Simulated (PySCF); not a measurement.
**YbSF: other functionals and bases at one geometry**

The task here is to estimate one member of a computed series from the others.

The runs use PySCF 2.14.0; several levels, as the steps say, no spin–orbit coupling.

1 further run of the same task is left out (for a known fault of the program).

**Starting geometry**

3 atoms, charge 0, spin multiplicity 1.

Bond lengths: Yb1–S2 2.298 Å, Yb1–F3 1.956 Å. Angles: S2–Yb1–F3 116.0°.

As a file:

```csv
atom,x (Å),y (Å),z (Å)
Yb1,-0.1720,0.0000,-0.3601
S2,1.8023,0.0000,0.8151
F3,-1.8081,0.0000,0.7126
```

Formal oxidation states: Yb +3. Each metal's 13 4f electrons lie in its core potential, so multiplicities, spins and levels count the valence alone. An earlier session relaxed this geometry at PBE0, Yb lcecp-1-SVP with ECP59, S def2-SVP, F def2-SVP (singlet, point group Cs).

At PBE0 on the finer grid: E = -537.102129 Eh, HOMO -6.02 eV, LUMO -2.99 eV, Mulliken charge on Yb1 +0.79 e, largest force component 0.013 eV/Å. 

Levels to run: TPSSh; HF; PBE0, TZVP. Hardware: 2 threads of Intel Xeon Platinum 8488C (Sapphire Rapids), shared host.

Set-up of the first run:

File run.py (the lines that set the calculation):

```python
mol = gto.M(atom='''
Yb    -0.17201     0.00000    -0.36008
S      1.80229     0.00000     0.81505
F     -1.80808     0.00000     0.71257''',
    basis={'Yb': 'lcecp-1-SVP', 'S': 'def2-SVP', 'F': 'def2-SVP'},
    ecp={'Yb': 'lcecp-1-SVP'},
    charge=0, spin=0)
mf = dft.RKS(mol, xc='TPSSH')
mf.grids.atom_grid = (75, 302)  # f atoms: unpruned, at least (60, 302)
mf = mf.density_fit()  # fitting sets: Yb AutoAux, S def2-universal-JKFIT, F def2-universal-JKFIT
mf.conv_tol = 1e-08; mf.max_cycle = 55
mf.kernel(dm0)  # dm0: the density of the relaxed state
```

Started as:

```sh
$ OMP_NUM_THREADS=2 python run.py
```

Steps of the session up to this table: TPSSh; HF; PBE0, TZVP.

One of the session's tables, all rows but one given; the rest of the session is left out.

| level | HOMO (eV) | gap (eV) | charge on Yb1 (e) | dipole (D) | largest force component (eV/Å) |
| --- | --- | --- | --- | --- | --- |
| PBE0 (relaxed here) | -6.02 | 3.04 | 0.79 | 7.83 | 0.01 |
| TPSSh | -5.43 | 2.28 | 0.79 | 7.73 | 0.28 |
| HF | ? | ? | ? | ? | ? |
| PBE0, TZVP | -6.06 | 3.06 | 1.19 | 8.07 | 0.04 |

**Question.** Estimate the row for HF.

As computed: HOMO (eV): -8.19; gap (eV): 7.09; charge on Yb1 (e): 1.10; dipole (D): 9.54; largest force component (eV/Å): 0.54. In the column «HOMO (eV)» it is the lowest.

In one basis the HOMO–LUMO gap runs from 2.28 eV (TPSSh) to 7.09 eV (HF). The largest leftover force, 0.54 eV/Å with HF, stands at a geometry relaxed at another level. With 4f in the core, its levels are missing from HOMO and gap, and its count is fixed, so no charge can pass from the ligands into it. Total energies of different levels can't be compared.
